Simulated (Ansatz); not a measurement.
# CH₃ClOSi: how energies converge with the basis set

An exercise on one series of results from a longer session: the logs are not shown, and one member is left open.

The runs use Ansatz 0.2.0, Gaussian basis; one geometry, several basis sets.

Plan: PBE0-D4/def2-SVP; ωB97M-V/def2-SVP; PBE0-D4/def2-QZVPP; ωB97M-V/def2-QZVPP; the functionals' def2-TZVPP values are taken from earlier runs.

### The geometry

The geometry comes from an earlier relaxation with PBE0-D4 in a triple-zeta def2 set; it is a stationary point, not always the lowest conformer.

SMILES `Cl[SiH]1CO1`, 7 atoms, charge 0, spin multiplicity 1.

Atoms are counted from 1 here; the program's logs count them from 0.

Bond lengths: Cl1–Si2 2.030 Å, Si2–C3 1.794 Å, Si2–O4 1.643 Å, Si2–H5 1.471 Å, C3–O4 1.493 Å, C3–H6 1.088 Å, C3–H7 1.088 Å. Angles: Cl1–Si2–C3 122.0°, Cl1–Si2–O4 118.0°, Cl1–Si2–H5 109.1°, C3–Si2–O4 51.3°, C3–Si2–H5 125.9°, O4–Si2–H5 118.2°, Si2–C3–O4 59.1°, Si2–C3–H6 121.0°, Si2–C3–H7 123.1°, O4–C3–H6 112.3°, O4–C3–H7 112.6°, H6–C3–H7 113.8°, Si2–O4–C3 69.6°.

The first run:

in.yaml

```yaml
crystal:
  periodic: [false, false, false]
  atoms:
    - {symbol: Cl, position_ang: [1.186586, -1.892004, -1.176026]}
    - {symbol: Si, position_ang: [-0.015707, -0.816909, 0.055875]}
    - {symbol: C, position_ang: [-0.180237, 0.963762, -0.091142]}
    - {symbol: O, position_ang: [0.673780, 0.358347, 0.973838]}
    - {symbol: H, position_ang: [-0.982345, -1.721683, 0.697031]}
    - {symbol: H, position_ang: [0.402534, 1.522490, -0.819986]}
    - {symbol: H, position_ang: [-1.023312, 1.518097, 0.314712]}
basis:
  gaussian: {orbitals: def2-SVP}
hamiltonian: {xc: pbe0, dispersion: d4}
output: {orbitals: {seedname: orbitals}}
```

Started as:

```bash
ansatz run in.yaml --threads 2 --pin off --events-out ev --progress --plain --max-ram 4352MiB
```

Steps of the session up to this table: PBE0-D4 in def2-SVP; ωB97M-V in def2-SVP; PBE0-D4 in def2-QZVPP; ωB97M-V in def2-QZVPP.

One of the session's tables, all rows but one given; the rest of the session is left out.

```
functional       basis  HOMO (eV)  LUMO (eV)
   PBE0-D4    def2-SVP      -7.82       0.05
   PBE0-D4  def2-TZVPP      -7.89      -0.33
   PBE0-D4  def2-QZVPP      -7.92      -0.45
   ωB97M-V    def2-SVP     -10.03       2.02
   ωB97M-V  def2-TZVPP          ?          ?
   ωB97M-V  def2-QZVPP     -10.16       1.17
```

**Question.** Estimate the row for ωB97M-V, def2-TZVPP.

The run gave: HOMO (eV): -10.12; LUMO (eV): 1.46. In the column «HOMO (eV)» it lies between ωB97M-V, def2-QZVPP (-10.16) and ωB97M-V, def2-SVP (-10.03).
